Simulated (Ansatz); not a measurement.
# InHCl2 (singlet): wave-function methods side by side, def2-SVP

An exercise on one series of results from a longer session: the logs are not shown, and one member is left open.

Computed with Ansatz 0.2.0, Gaussian basis. Level: def2-SVP, core rule «outside noble gas», up to 19 orbitals frozen.

To be run: UHF; CCSD(T) on RHF; BCCD(T) on RHF; CISD; CCSDT(Q) on RHF.

10 further runs of the same task are left out: 1 for a known fault of the program, 5 that didn't finish, 4 set aside as unsound or not needed.

**The geometry**

The geometry is a PBE0/def2-TZVP stationary point (not a proven minimum). No spin-orbit coupling is included. Elements past krypton take def2 core potentials.

4 atoms, charge 0, spin multiplicity 1.

Atoms are counted from 1 here; the program's logs count them from 0.

Bond lengths: In1–Cl2 2.313 Å, In1–Cl3 2.313 Å, In1–H4 1.694 Å. Angles: Cl2–In1–Cl3 112.2°, Cl2–In1–H4 123.9°, Cl3–In1–H4 123.9°.

The first run:

Input file in.yaml:

```yaml
crystal:
  periodic: [false, false, false]
  atoms:
    - {symbol: In, position_ang: [0.000000, -0.480933, 0.000000]}
    - {symbol: Cl, position_ang: [0.000000, 0.809697, -1.919640]}
    - {symbol: Cl, position_ang: [0.000000, 0.809697, 1.919640]}
    - {symbol: H, position_ang: [0.000000, -2.175367, 0.000000]}
basis:
  gaussian: {orbitals: def2-SVP}
magnetization: {spin_polarized: true, initial_magnetization: 0}
hamiltonian: {xc: hf}
output: {orbitals: {seedname: orbitals}}
```

The run is started by

```bash
ansatz run in.yaml --threads 1 --pin off --events-out ev --progress --plain --max-ram 2393MiB
```

Among the steps run: UHF; CCSD(T) on RHF; BCCD(T) on RHF; CISD; CCSDT(Q) on RHF.

One table of the session follows, with a row left open; its other results are not shown here.

```
   method  from RCCSDT(Q) (kJ/mol)
      RHF                   +936.2
     RMP2                   +105.5
    RCCSD                    +21.6
 RCCSD(T)                        ?
  BCCD(T)                     +3.5
   RCCSDT                     +1.7
RCCSDT(Q)                        0
```

Q: Estimate the row for RCCSD(T) from the others.

**Answer.** from RCCSDT(Q) (kJ/mol): +3.7. In the column «from RCCSDT(Q) (kJ/mol)» it lies between BCCD(T) (+3.5) and RCCSD (+21.6).

Not comparable, so not listed: CISD (they don't share determinant, frozen orbitals or solution with the rows shown, or repeat one).
